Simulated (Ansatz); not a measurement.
# As₂H₂ (triplet): the correlation ladder, cc-pVDZ

The task here is to estimate one member of a computed series from the others.

Method: cc-pVDZ, core rule «outside noble gas», up to 28 orbitals frozen; program: Ansatz 0.2.0, Gaussian basis.

Plan: UHF; CCSD(T) on ROHF; CCSD(T) on UHF; BCCD(T) on ROHF; CISD as a restricted active space (open shells left free, so some higher excitations enter); CCSDT(Q) on ROHF; CCSDT(Q) on UHF; CASSCF and MRCISD+Q, 12 electrons in 10 orbitals; CASSCF and NEVPT2, 12 electrons in 10 orbitals.

20 further runs of the same task are left out: 6 that didn't finish, 14 set aside as unsound or not needed. Runs told in other sessions of the task aren't counted.

## The system

The geometry is a PBE0/def2-TZVP stationary point (not a proven minimum). No spin-orbit coupling is included. The filled d shell of As may be among the frozen orbitals whatever the setting's name suggests.

4 atoms, charge 0, spin multiplicity 3.

Atoms are counted from 1 here; the program's logs count them from 0.

Bond lengths: As1–As2 2.411 Å, As1–H3 1.530 Å, As2–H4 1.530 Å. Angles: As2–As1–H3 92.6°, As1–As2–H4 92.6°.

The first run:

The input, in.yaml:

```yaml
crystal:
  periodic: [false, false, false]
  atoms:
    - {symbol: As, position_ang: [0.014278, -0.034459, 1.204926]}
    - {symbol: As, position_ang: [0.014281, 0.034458, -1.204926]}
    - {symbol: H, position_ang: [-1.061382, 1.049446, 1.305639]}
    - {symbol: H, position_ang: [-1.061448, -1.049378, -1.305639]}
basis:
  gaussian: {orbitals: cc-pVDZ}
magnetization: {spin_polarized: true, initial_magnetization: 2}
hamiltonian: {xc: hf}
output: {orbitals: {seedname: orbitals}}
```

Started as:

```
$ ansatz run in.yaml --threads 1 --pin off --events-out ev --progress --plain --max-ram 2393MiB
```

Steps of the session up to this table: UHF; CCSD(T) on ROHF; CCSD(T) on UHF; BCCD(T) on ROHF; CISD as a restricted active space (open shells left free, so some higher excitations enter); CCSDT(Q) on ROHF; CCSDT(Q) on UHF; CASSCF and MRCISD+Q, 12 electrons in 10 orbitals; CASSCF and NEVPT2, 12 electrons in 10 orbitals.

One table of the session follows, with a row left open; its other results are not shown here.

| method | from UCCSDT(Q) (meV) |
| --- | --- |
| ROHF | +6272.1 |
| UHF | +6076.9 |
| RMP2 | +1199.2 |
| UMP2 | +1229.1 |
| CISD | +736.0 |
| RCCSD | +225.7 |
| UCCSD | +217.1 |
| RCCSD(T) | +46.8 |
| UCCSD(T) | +42.6 |
| BCCD(T) | +46.6 |
| RCCSDT | +15.9 |
| UCCSDT | ? |
| RCCSDT(Q) | +5.6 |
| UCCSDT(Q) | 0 |
| CASSCF valence | +4696.9 |
| NEVPT2 valence | +1038.2 |
| MRCISD valence | +394.8 |
| MRCISD+Q valence | +20.0 |

Estimate the missing values for UCCSDT.

The run gave: from UCCSDT(Q) (meV): +10.5. In the column «from UCCSDT(Q) (meV)» it lies between RCCSDT(Q) (+5.6) and RCCSDT (+15.9).

With the free atoms at the same levels and basis (separate runs), the atomisation energy is 6.480 eV at UCCSDT(Q), 6.480 eV at RCCSD(T), 6.451 eV at UCCSD(T), 4.084 eV at ROHF.

Caveats from the session: Restricted and unrestricted rows rest on different reference determinants; a gap between their highest levels can come from leftover correlation error, from unlike frozen cores or from another state.
